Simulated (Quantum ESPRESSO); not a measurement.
The system is PtS2.

```
CELL_PARAMETERS angstrom
3.54320 0.00000 0.00000
-1.77160 3.06850 0.00000
0.00000 0.00000 5.03880
ATOMIC_POSITIONS crystal
Pt 0.00000 0.00000 0.00000
S 0.33333 0.66667 0.25000
S 0.66667 0.33333 0.75000
```

| Item | Value |
| --- | --- |
| Program | Quantum ESPRESSO 7.5 |
| Task | phonons |
| Functional | PBE |
| Potentials or basis | SG15 PBE 1.2 |
| Cutoff | 952 eV |
| Density cutoff | 3810 eV |
| k mesh | 4 × 4 × 2, shifted |
| Occupations | fermi-dirac, width 0.05 eV |
| Spin | no spin polarisation |
| Mixing beta | 0.5 |
| Most SCF iterations | 120 |
| SCF threshold | 6e-10 Ry |

The atoms were relaxed first, and the response was taken there.

```cif
data_structure
_symmetry_space_group_name_H-M 'P 1'
_symmetry_Int_Tables_number 1
_cell_length_a 3.5432
_cell_length_b 3.5432
_cell_length_c 5.0388
_cell_angle_alpha 90.000
_cell_angle_beta 90.000
_cell_angle_gamma 120.000
_cell_volume 54.78
loop_
_atom_site_label
_atom_site_type_symbol
_atom_site_fract_x
_atom_site_fract_y
_atom_site_fract_z
_atom_site_occupancy
Pt1 Pt 0.00000 0.00000 0.00000 1
S1 S 0.33333 0.66667 0.24572 1
S2 S 0.66667 0.33333 0.75428 1
```

The first run showed a gap, so the response started from a second, tighter run with fixed occupations.

**Question.** What is the highest optical frequency at the zone centre, leaving out the macroscopic field of polar modes?

**Answer.** 333 cm⁻¹, a mode of symmetry A1g (Raman).

Optical modes at Γ, degenerate ones joined, polar ones without the macroscopic field:
```
cm⁻¹  components  symmetry  active in  IR intensity, summed ((D/Å)²/amu)
 300           2        Eg      Raman                               0.00
 308           2        Eu         IR                              13.07
 316           1       A2u         IR                               1.02
 333           1       A1g      Raman                               0.00
```

Caveat: the k mesh is coarse (spacing up to 0.62 Å⁻¹), so the values aren't converged; the cell is more than 3 GPa from zero pressure, which shifts response properties.
